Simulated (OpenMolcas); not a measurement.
**Hf³⁺ among point charges: CASSCF levels and susceptibility**

Aim: the splitting of the states of Hf³⁺ in the field of 6 point charges, its lowest levels with spin-orbit coupling and its magnetic susceptibility.

Program: OpenMolcas 26.06. Level of theory: state-averaged CASSCF, spin-orbit coupling by RASSI with atomic mean-field integrals. These are calculated values, not measurements, unless marked.

1 further run of the same task is left out (it didn't finish).

## (1) What is computed

- Species: Hf³⁺ (hafnium, Z = 72, 69 electrons)
- Basis: ANO-RCC-VDZP [7s6p4d2f1g], 68 functions
- Scalar Hamiltonian: DKH2, point nucleus
- Inactive shells: 1s 2s 2p 3s 3p 3d 4s 4p 4d 4f 5s 5p
- Active space: 1 electron in 5 orbitals (5d)
- Some configurations of this space: 5d
- Orbitals: optimised for each spin and parity, averaged over all roots

The outer shells:

5d
```
5d [↑ ][  ][  ][  ][  ]
```

The ion sits among 6 point charges of -1.7 e arranged as a tetragonal octahedron (D4h), 1.85 Å from the ion, with the axial distance 1.665 Å. The active orbitals were held to one l.

Each step is its own input file, run in one work folder so that later steps find the files of earlier ones. Labels, J, g values, rates, χT and fits are worked out afterwards by a script from the matrices that RASSI stores. The input lists half of the charges; inversion (Group=XYZ) makes the rest.

## (2) One- and two-electron integrals

a.inp

```
&GATEWAY
Coord
1

Hf 0.0 0.0 0.0
Basis=ANO-RCC-VDZP
Group=XYZ
NoMove
AngMom=0.0 0.0 0.0
AMFI
XField
3 Angstrom 0
1.850000 0.000000 0.000000 -1.700000
0.000000 1.850000 0.000000 -1.700000
0.000000 0.000000 1.665000 -1.700000
&SEWARD
```

The run is started by

```console
$ OMP_NUM_THREADS=1 MOLCAS_MEM=1689 MOLCAS_PROJECT=a pymolcas a.inp > a.log
```

The program printed:

```text
Basis set label: HF.ANO-RCC...7S6P4D2F1G.

      Electronic valence basis set:
      ------------------
      Associated Effective Charge  72.000000 au
      Associated Actual Charge     72.000000 au
      Nuclear Model: Point charge

      Shell  nPrim  nBasis  Cartesian Spherical Contaminant
         s      24       7        X
         p      21       6        X
         d      15       4                 X
         f      11       2                 X
         g       4       1                 X
                  Relativistic Douglas-Kroll-Hess integrals:
                    - DKH order of Hamiltonian: 2
                    - DKH order of Properties : 0
                  Atomic mean-field integrals
```

## (3) CASSCF: doublets of even parity, 5 roots

a.inp

```
&RASSCF
FileOrb=start.orb
Symmetry=1
Spin=2
nActEl=1 0 0
Inactive=15 19
Ras2=5 0
CIRoot=5 5 1
SDav=5
CIMx=300
Iter=120 100
PrWF=0.3
OrbListing=Nothing
MaxOrb=0
SupSym
1
20 4 5 6 7 8 10 11 12 13 14 16 17 18 19 20 23 24 25 26 27
0
>>> COPY $Project.JobIph JOB001
```

start.orb holds the contracted functions of the basis, ordered by shell, or the orbitals of the step before.

The program printed:

```text
Wave function specifications:
      -----------------------------

      Number of closed shell electrons          68
      Number of electrons in active shells       1
      Max number of holes in RAS1 space          0
      Max nr of electrons in RAS3 space          0
      Number of inactive orbitals               34
      Number of active orbitals                  5
      Number of secondary orbitals              29
      Spin quantum number                      0.5
      State symmetry                             1
Orbital specifications:
      -----------------------

      Symmetry species                           1   2
                                                ag  au
      Frozen orbitals                            0   0
      Inactive orbitals                         15  19
      Active orbitals                            5   0
      RAS1 orbitals                              0   0
      RAS2 orbitals                              5   0
      RAS3 orbitals                              0   0
      Secondary orbitals                        16  13
      Deleted orbitals                           0   0
      Number of basis functions                 36  32
      Number of CSFs                             5
      Number of root(s) required                 5
      Iter CI   SX   CI       RASSCF       Energy    max ROT     max BLB   max BLB  Level Ln srch  Step   QN
          iter iter root      energy       change     param      element    value   shift minimum  type update
 Nr of preliminary CI iterations:   1
      Total energies have been shifted. Add               -15000.00 au
        1   1    7    0   -71.65250798    0.00E+00   1.39E-01*  19  25 2 -1.30E-01*  0.00   0.00    SX    NO
        2   1    7    0   -71.67113184   -1.86E-02*  1.75E-02   11  27 2 -9.55E-02*  0.00   0.00    SX    NO
        3   1    7    0   -71.67050391    6.28E-04*  1.94E-02   13  29 2  9.94E-02*  0.00   0.00    SX    NO
        4   1    7    0   -71.66948471    1.02E-03*  2.34E-02   11  27 2 -1.09E-01*  0.00   0.00    SX    NO
        5   1    7    0   -71.66808557    1.40E-03*  1.66E-02   11  27 2  1.23E-01*  0.00   0.47    SX   YES
        6   1    7    0   -71.67421847   -6.13E-03*  4.45E-03   11  27 2 -4.28E-02*  0.00   0.74    QN   YES
        7   1    5    0   -71.67508175   -8.63E-04* -3.72E-05   11  27 2 -3.84E-04*  0.00   1.01    QN   YES
        8   1    4    0   -71.67508184   -9.02E-08* -3.66E-06   18  24 2  1.39E-05   0.00   1.01    QN   YES
        9   1    3    0   -71.67508184   -1.91E-10   1.21E-06   13  22 2 -1.19E-06   0.00   1.09    QN   YES
      Convergence after  9 iterations
       10   1    3    0   -71.67508184    7.28E-12   1.21E-06   13  22 2 -1.27E-07   0.00   1.09    QN   YES
      Natural orbitals and occupation numbers for root  1
      sym 1:   1.000000   0.000000   0.000000   0.000000  -0.000000
      Natural orbitals and occupation numbers for root  2
      sym 1:   1.000000   0.000000  -0.000000   0.000000   0.000000
      Natural orbitals and occupation numbers for root  3
      sym 1:   0.000000  -0.000000  -0.000000   1.000000   0.000000
::    RASSCF root number  1 Total energy: -15071.77564540
::    RASSCF root number  2 Total energy: -15071.75766477
::    RASSCF root number  3 Total energy: -15071.75766477
::    RASSCF root number  4 Total energy: -15071.57362102
::    RASSCF root number  5 Total energy: -15071.51081325
```

## (4) State interaction with spin-orbit coupling

a.inp

```
&RASSI
NrOfJobIphs=1 5
1 2 3 4 5
IphNames
JOB001
EJob
SpinOrbit
DIPRint=1.0
SOCoupling=1000.0
Subsets=2
Property=9
'ANGMOM' 1 'ANGMOM' 2 'ANGMOM' 3 'MLTPL  1' 1 'MLTPL  1' 2 'MLTPL  1' 3
'AMFI' 1 'AMFI' 2 'AMFI' 3
SOProperty=3
'ANGMOM' 1 'ANGMOM' 2 'ANGMOM' 3
```

The program printed:

```text
SPIN-FREE ENERGIES:
  (Shifted by EMIN (a.u.) =     -15071.7756453969)

 SF State       Relative EMIN(au)   Rel lowest level(eV)    D:o, cm**(-1)      L_eff

     1             0.0000000000        0.0000000000              0.0000         2.0
     2             0.0179806302        0.4892778740           3946.2922         2.0
     3             0.0179806302        0.4892778740           3946.2922         2.0
     4             0.2020243731        5.4973632479          44339.2248         1.9
     5             0.2648321430        7.2064497336          58123.9370         1.9
     Dipole printing threshold changed to   1.00000000E+00
Eigenvalues of complex Hamiltonian:
   -----------------------------------
  (Shifted by EMIN (a.u.) =     -15071.7756453969)

 SO State       Relative EMIN(au)   Rel lowest level(eV)    D:o, cm**(-1)     J-value

     1            -0.0004426431        0.0000000000              0.0000         1.1
     2            -0.0004426431        0.0000000000              0.0000         1.1
     3             0.0162086844        0.4531057036           3654.5440         1.8
     4             0.0162086844        0.4531057036           3654.5440         1.8
     5             0.0198240627        0.5514851587           4448.0278         1.9
     6             0.0198240627        0.5514851587           4448.0278         1.9
     7             0.2022370340        5.5151949767          44483.0474         1.1
     8             0.2022370340        5.5151949767          44483.0474         1.1
     9             0.2649906385        7.2228075460          58255.8716         2.1
    10             0.2649906385        7.2228075460          58255.8716         2.1
Weights of the five most important spin-orbit-free states for each spin-orbit state.

 SO State  Total energy (au)           Spin-free states, spin, and weights
 -------------------------------------------------------------------------------------------------------
    1        -0.000443       1 0.5  0.9843    2 0.5  0.0074    3 0.5  0.0074    4 0.5  0.0008    5 0.5  0.0000
    2        -0.000443       1 0.5  0.9843    2 0.5  0.0074    3 0.5  0.0074    4 0.5  0.0008    5 0.5  0.0000
    3         0.016209       2 0.5  0.4997    3 0.5  0.4997    5 0.5  0.0006    4 0.5  0.0000    1 0.5  0.0000
    4         0.016209       2 0.5  0.4997    3 0.5  0.4997    5 0.5  0.0006    4 0.5  0.0000    1 0.5  0.0000
    5         0.019824       3 0.5  0.4924    2 0.5  0.4924    1 0.5  0.0150    4 0.5  0.0003    5 0.5  0.0000
    6         0.019824       3 0.5  0.4924    2 0.5  0.4924    1 0.5  0.0150    4 0.5  0.0003    5 0.5  0.0000
    7         0.202237       4 0.5  0.9989    1 0.5  0.0007    2 0.5  0.0002    3 0.5  0.0002    5 0.5  0.0000
    8         0.202237       4 0.5  0.9989    1 0.5  0.0007    2 0.5  0.0002    3 0.5  0.0002    5 0.5  0.0000
    9         0.264991       5 0.5  0.9994    3 0.5  0.0003    2 0.5  0.0003    1 0.5  0.0000    4 0.5  0.0000
   10         0.264991       5 0.5  0.9994    3 0.5  0.0003    2 0.5  0.0003    1 0.5  0.0000    4 0.5  0.0000
 -------------------------------------------------------------------------------------------------------
```

Time for these steps: 1.8 s (1 thread, shared host).

Spin-free states, with their symmetry labels:

```csv
state,degeneracy,E (cm-1),free-ion L (%)
2B2,1,0,D (100)
2E,2,3946,D (100)
2B1,1,44339,D (100)
2A1,1,58124,D (100)
```

With spin-orbit coupling:

```
E (cm-1)  Degeneracy  Label  2S+1               g
     0.0           2   E3/2     2  1.64 1.64 1.69
    3655           2   E1/2     2  0.00 0.12 0.12
    4448           2   E3/2     2  0.42 0.42 3.90
   44483           2   E3/2     2  2.05 2.05 2.20
   58256           2   E1/2     2  2.00 2.12 2.12
```

Principal g values are given for doublets only; a zero marks a field direction without first-order Zeeman splitting.

Powder χT (cm³ K/mol): 0.26 at 2 K, 0.26 at 5 K, 0.26 at 10 K, 0.26 at 20 K, 0.26 at 50 K, 0.27 at 100 K, 0.27 at 150 K, 0.28 at 200 K, 0.28 at 250 K, 0.29 at 300 K.

## (5) Outcome

| quantity | value |
| --- | --- |
| method | CASSCF |
| spin-free ground state | 2B2, 1-fold in its orbital part |
| first state of the same spin within the active space | 2E at 3950 cm⁻¹ |
| lowest level | 2-fold E3/2, g = 1.64, 1.64, 1.69 |
| next level | 3654.5 cm⁻¹ |
| χT at 300 K | 0.29 cm³ K/mol |
| effective moment at 300 K | 1.52 μB |

The spin-free ground state (2B2) comes to 100 % from free-ion D terms and keeps the highest spin of the shell. χT at 300 K is 0.29, against 0.38 cm³ K/mol for the spin alone, so orbital moment lowers it. The field of point charges can differ much from that of real complexes. Point charges carry no covalency, so the field is a model and not that of real ligands.
